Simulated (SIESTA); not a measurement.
AlFe3B:

```
Fe Al B
1.0
     3.82232    0.00000    0.00000
     0.00000    3.82232    0.00000
     0.00000    0.00000    3.82232
Fe Al B
3 1 1
Direct
  0.00000 0.00000 0.50000
  0.00000 0.50000 0.00000
  0.50000 0.00000 0.00000
  0.50000 0.50000 0.50000
  0.00000 0.00000 0.00000
```

The cell comes from a database or a generator and needn't be the stable form of this composition.

| Item | Value |
| --- | --- |
| Program | SIESTA 5.4.2 |
| Task | single point |
| Functional | PBE |
| Potentials or basis | PseudoDojo 0.4 standard (PBE files) |
| Basis | DZP (energy shift 0.003 Ry; two zetas on semicore shells) |
| Grid cutoff | 800 Ry |
| Energy shift | 0.003 Ry |
| k mesh | 7 × 7 × 7 |
| Occupations | fermi-dirac, width 0.05 eV |
| Spin | collinear spin, ferromagnetic start |
| Starting moments | [3.0, 3.0, 3.0, 0.0, 0.0] μB |

On this cell: pressure -0.2 GPa; largest force zero by symmetry; net moment 4.21 μB per cell; site moments Fe +1.63; Al -0.43; B -0.25 μB; band gap on the k mesh none (metal or under the smearing width).

The same run follows on a disturbed copy (atoms moved at random, drawn with an rms of 0.05 Å):

```
Fe Al B
1.0
     3.82232    0.00000    0.00000
     0.00000    3.82232    0.00000
     0.00000    0.00000    3.82232
Fe Al B
3 1 1
Direct
  0.00373 0.01103 0.48969
  0.99963 0.50589 0.00111
  0.50839 0.00685 0.00261
  0.48355 0.49851 0.49018
  0.01093 0.00610 0.00388
```

Question: What does the disturbed cell give?

Answer: The energy (extrapolated to zero smearing) moves by +12.4 meV/atom; pressure 0.4 GPa; largest force 1.349 eV/Å; net moment 4.20 μB per cell; site moments Fe +1.62, +1.63, +1.64; Al -0.43; B -0.25 μB; band gap on the k mesh none (metal or under the smearing width).

Forces on the atoms (eV/Å):
```
Fe  -0.187 -0.175  1.324
Fe  -0.082  0.087 -0.239
Fe   0.052 -0.069 -0.272
Al   0.393  0.213  0.256
B   -0.177 -0.057 -1.070
```

Stress tensor (GPa, compression positive):
```
 0.26  0.16 -0.01
 0.16  0.21  0.16
-0.01  0.16  0.62
```

Caveats: short orbitals over semicore shells can move pressures by several GPa; the basis of atomic orbitals isn't converged, which shifts pressures, moduli and gaps.
